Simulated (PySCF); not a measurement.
# TaO3⁻: changing the method

Starting from one script, swap the method and compare what comes out for TaO3⁻.

Computed with PySCF 2.14.0. Level: method and basis as typed in the scripts.

4 further runs of the same task are left out: 1 for a known fault of the program, 3 that didn't finish.

**1. The system as given**

TaO3⁻: 4 atoms, charge -1, spin multiplicity 1.

Bond lengths: Ta1–O2 1.816 Å, Ta1–O3 1.816 Å, Ta1–O4 1.816 Å. Angles: O2–Ta1–O3 108.9°, O2–Ta1–O4 108.9°, O3–Ta1–O4 108.9°.

As a file:

```xyz
4
O3Ta
Ta    0.00000    0.00000   -0.13140
O     1.70570    0.00000    0.49080
O    -0.85290    1.47720    0.49080
O    -0.85290   -1.47720    0.49080
```

**2. Base script**

Contents of input.py:

```python
from pyscf import gto, scf

mol = gto.M(
    atom='Ta 0 0 -0.1314; O 1.7057 0 0.4908; O -0.8529 1.4772 0.4908; O -0.8529 -1.4772 0.4908',
    basis='sbkjc',
    ecp={'Ta': 'sbkjc', 'O': 'sbkjc'},
    charge=-1,
    spin=0,
    verbose=4,
)
mf = scf.RHF(mol)
mf.kernel()
mf.dip_moment()
print('orbital energies (hartree):', mf.mo_energy[..., max(0, mol.nelec[1]-3):mol.nelec[0]+3].round(4))
```

Launch:

```bash
> OMP_NUM_THREADS=1 python input.py
```

**3. TDHF**

Edit 1 changes step after the SCF: none → tddft; number of roots: none → 5.

input.py: that of step 2 with these lines changed.

```diff
@@ -1,2 +1,2 @@
-from pyscf import gto, scf
+from pyscf import gto, scf, tdscf
 
@@ -12,2 +12,6 @@
 mf.kernel()
+td = tdscf.TDHF(mf)
+td.nstates = 5
+td.kernel()
+td.analyze(verbose=3)
 mf.dip_moment()
```

**4. MP2**

Edit 2 changes step after the SCF: none → mp2.

input.py: that of step 2 with these lines changed.

```diff
@@ -1,2 +1,2 @@
-from pyscf import gto, scf
+from pyscf import gto, scf, mp
 
@@ -12,2 +12,3 @@
 mf.kernel()
+mp.MP2(mf).kernel()
 mf.dip_moment()
```

**Question.** What will these runs give? Wanted: for each run, E(SCF); from base; gap; after the SCF.

The runs gave:

```csv
run,E(SCF) (hartree),from base (eV),cycles,gap (eV),after the SCF
base,-104.272499,0,13,8.83,n/a
TDHF,-104.272499,0.0000,13,8.83,lowest root found 3.60 eV
MP2,-104.272499,0.0000,13,8.83,MP2 correlation -17.117 eV
```

In words: The dearest run is “TDHF”, at 13 s against 1.5 s.
